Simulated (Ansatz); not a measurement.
**AlH3O2Se: one species, many methods**

One table from this session's results is given with a row withheld; the runs are named, their logs left out.

Method: functionals in def2-TZVPP, the program's frozen cores in correlated methods; program: Ansatz 0.2.0, Gaussian basis.

Levels to be run: LDA (SPW92), PBE-D4, revPBE-D4, BLYP-D4, r2SCAN-D4, B97M-V, PBE0-D4, B3LYP-D4, r2SCANh-D4, r2SCAN0-D4, HSE06-D4, BHLYP-D4, CAM-B3LYP-D4, LC-ωPBE, ωB97X-V, ωB97M-V, B2PLYP, PBE-QIDH; CCSD(T)/def2-SVP; CCSD(T)/def2-TZVPP; MP2/def2-QZVPP; extrapolation to the limit; RPA on PBE.

## The geometry

All runs share one geometry, relaxed beforehand with PBE0-D4 in a triple-zeta def2 set.

SMILES `[OH][Al]([OH])[SeH]`, 7 atoms, charge 0, spin multiplicity 1.

Atoms are counted from 1 here; the program's logs count them from 0.

Bond lengths: O1–Al2 1.685 Å, O1–H5 0.954 Å, Al2–O3 1.684 Å, Al2–Se4 2.319 Å, O3–H6 0.955 Å, Se4–H7 1.469 Å. Angles: Al2–O1–H5 124.4°, O1–Al2–O3 116.9°, O1–Al2–Se4 123.4°, O3–Al2–Se4 119.7°, Al2–O3–H6 124.3°, Al2–Se4–H7 91.8°.

Coordinates:

```xyz
7
charge 0, multiplicity 1
O    -1.1891    1.0891    0.5143
Al    0.1257    0.0563    0.3057
O     1.1942   -0.0876    1.5997
Se    0.5100   -1.1442   -1.6404
H    -1.8586    1.2497   -0.1466
H     1.9727   -0.6401    1.5965
H    -0.6938   -0.5911   -2.2747
```

Set-up of the first run:

The input, in.yaml:

```yaml
crystal:
  periodic: [false, false, false]
  atoms:
    - {symbol: O, position_ang: [-1.189063, 1.089069, 0.514330]}
    - {symbol: Al, position_ang: [0.125701, 0.056282, 0.305666]}
    - {symbol: O, position_ang: [1.194216, -0.087639, 1.599652]}
    - {symbol: Se, position_ang: [0.510006, -1.144160, -1.640428]}
    - {symbol: H, position_ang: [-1.858594, 1.249671, -0.146630]}
    - {symbol: H, position_ang: [1.972710, -0.640120, 1.596462]}
    - {symbol: H, position_ang: [-0.693775, -0.591105, -2.274651]}
basis:
  gaussian: {orbitals: def2-TZVPP}
hamiltonian: {xc: lda}
output: {orbitals: {seedname: orbitals}}
```

On the command line:

```console
$ ansatz run in.yaml --threads 2 --pin off --events-out ev --progress --plain --max-ram 4352MiB
```

Steps of the session up to this table: LDA; PBE-D4 (GGA); revPBE-D4 (GGA); BLYP-D4 (GGA); r2SCAN-D4 (meta-GGA); B97M-V (meta-GGA); B3LYP-D4 (hybrid); r2SCANh-D4 (hybrid); r2SCAN0-D4 (hybrid); HSE06-D4 (hybrid); BHLYP-D4 (hybrid); CAM-B3LYP-D4 (range-separated); LC-ωPBE (range-separated); ωB97X-V (range-separated); ωB97M-V (range-separated); B2PLYP (double hybrid); PBE-QIDH (double hybrid).

One of the session's tables, all rows but one given; the rest of the session is left out.

It belongs to the step «Frontier levels by functional». 

```
  functional  HOMO (eV)  gap (eV)
 LDA (SPW92)      -6.37      4.67
      PBE-D4      -6.21      4.77
   revPBE-D4      -6.15      4.84
     BLYP-D4      -6.03      4.61
   r2SCAN-D4          ?         ?
      B97M-V      -6.52      5.31
     PBE0-D4      -7.39      6.77
    B3LYP-D4      -7.13      6.20
  r2SCANh-D4      -6.94      6.23
  r2SCAN0-D4      -7.58      7.25
    HSE06-D4      -6.99      6.01
    BHLYP-D4      -8.38      8.48
CAM-B3LYP-D4      -8.66      8.88
     LC-ωPBE     -10.04     11.54
     ωB97X-V      -9.68     10.97
     ωB97M-V      -9.53     10.49
```

**Question.** Estimate the row for r2SCAN-D4.

Worked estimate for «HOMO (eV)». Against the share of exact exchange, r2SCANh-D4 (0.1, -6.94), r2SCAN0-D4 (0.25, -7.58) give a slope of -4.27 per unit share; at 0 the line stands at -6.51.

**Answer.** HOMO (eV): -6.51; gap (eV): 5.55. In «HOMO (eV)» the line misses by 0.00.
